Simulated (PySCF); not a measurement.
# C4H4Se (selenophene): the cost of one run

Programs: PySCF 2.14.0, with density-fitted response routines of our own. Each step states its level of theory. These are calculated values for one molecule in the gas phase, unless marked as measured. Atoms count from 0, in the outputs and in this text.

### Step 1. Starting geometry

9 atoms, charge 0, multiplicity 1; geometry from: GFN2-xTB. The atoms were then displaced at random by about 0.01 Å, so the start is not that level's minimum.

Bonds of the start (Å): C0–C1 1.44, C1–C2 1.36, C2–Se3 1.90, Se3–C4 1.84, C4–C0 1.36, C0–H5 1.04, C1–H6 1.07, C2–H7 1.04, C4–H8 1.08.

### Step 2. Relaxing the molecule at PBE0-D3(BJ)/def2-TZVP

The job: settings as JSON, then the geometry in Å.

```
{"job": {"xc": "PBE0", "basis": "def2-TZVP", "d3": "d3bj", "grid": 2, "shake": 0.01, "kind": "geom"}, "charge": 0, "multiplicity": 1}
C      0.652890    -0.766170    -0.149850
C     -0.780440    -0.586220    -0.176590
C     -1.223140     0.671890     0.099470
Se     0.235690     1.838100     0.439060
C      1.319430     0.382290     0.133320
H      1.109020    -1.677710    -0.360640
H     -1.436910    -1.395840    -0.395880
H     -2.206960     1.018320     0.143620
H      2.388220     0.498190     0.233770
```

On the command line:

```bash
$ OMP_NUM_THREADS=1 python probes_run.py task.json out
```

The driver reads the jobs from task.json and runs them one after another.

Q: Estimate the wall time and peak memory of this first job on 1 thread of Arm Neoverse V1, shared host.

About 2.4 min, with a peak of 0.9 GiB.
